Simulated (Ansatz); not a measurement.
# Ga3N3F: the cost of one run

Computed with Ansatz 0.2.0 (DFT PBE, scalar-relativistic, plane waves, PAW, unless a step's input says otherwise).

3 further runs of the same task are left out: 3 set aside as unsound or not needed. Runs told in other sessions of the task aren't counted.

**1. The starting structure**

Symmetry: Pmm2, No. 25, orthorhombic system. Conventional cell: a = 3.217 Å, b = 3.217 Å, c = 22.720 Å, α = 90.00°, β = 90.00°, γ = 90.00°. N (site symmetry mm2) is surrounded by 2 Ga at 1.97 Å. Ga (site symmetry mm2) has 4 N at 1.97 Å in its first shell of neighbours. Around N (site symmetry mm2) lie 4 Ga at 1.94 to 1.97 Å. Ga (site symmetry mm2) has 4 N at 1.94 to 2.00 Å in its first shell of neighbours. N (site symmetry mm2) is surrounded by 4 Ga at 1.99 to 2.00 Å. Ga (site symmetry mm2) is surrounded by 1 F at 1.55 Å and 2 N at 1.99 Å. F (site symmetry mm2) is surrounded by 1 Ga at 1.55 Å.

Coordinates:

```
CELL_PARAMETERS angstrom
3.21651 0.00000 0.00000
0.00000 3.21651 0.00000
0.00000 0.00000 22.71981
ATOMIC_POSITIONS crystal
N 0.00000 0.50000 0.17606
Ga 0.50000 0.50000 0.22611
N 0.50000 0.00000 0.27616
Ga 0.00000 0.00000 0.32418
N 0.00000 0.50000 0.37639
Ga 0.50000 0.50000 0.42781
F 0.50000 0.50000 0.49603
```

This is the geometry of the first run shown, built on a cell relaxed beforehand with the same method.

**2. The scan**

Atoms count from 1 in the order of the input.

F is moved along a line over the surface and along the normal, above a rigid substrate.

- position of F7 along the first surface vector, from above Ga6: 6 values from 0.00 to 2.68 Å, periodic
- height of F7 above the plane of Ga6: 8 values from 0.35 to 3.55 Å

Nothing else is relaxed. Points are written as (first, second).

**3. Grid point (0.00 Å, 1.55 Å)**

A dipole layer in the vacuum cancels the field that periodic copies would set up if the slab's two faces differ.

Contents of input.yaml:

```yaml
crystal:
  lattice:
    - [3.2165072845, 0.0, 0.0]
    - [0.0, 3.2165072845, 0.0]
    - [0.0, 0.0, 22.7198073008]
  atoms:
    - { symbol: "N", position: [0.0, 0.5, 0.1760578313] }
    - { symbol: Ga, position: [0.5, 0.5, 0.2261113833] }
    - { symbol: "N", position: [0.5, 0.0, 0.2761649353] }
    - { symbol: Ga, position: [0.0, 0.0, 0.3241813356] }
    - { symbol: "N", position: [0.0, 0.5, 0.3763905189] }
    - { symbol: Ga, position: [0.5, 0.5, 0.4278120484] }
    - { symbol: F, position: [0.5, 0.5, 0.496034458], spin: 1.0 }
basis:
  ecutwfc: 420
kpoints:
  mp_grid: { grid: [8, 8, 1] }
hamiltonian:
  xc: pbe
  pseudopotentials: { kind: paw, azcp: { folder: soft_1 } }
scf:
  occupations: { method: gaussian, width: 0.05 }
output:
  forces: true
  eigenvalues: true
  populations: true
magnetization:
  spin_polarized: true
efield:
  axis: 3
  dipole_correction: true
  ramp_width: 0.04
```

Launch:

```
> ansatz run input.yaml --threads 2 --pin off --max-ram 6144MiB --backend cpu --events-out ev --progress --plain --runs-dir out
```

What time and memory should one allow on 2 threads of AMD EPYC 9R45 (Zen 5), shared host?

About 26 s, with a peak of 0.71 GiB.
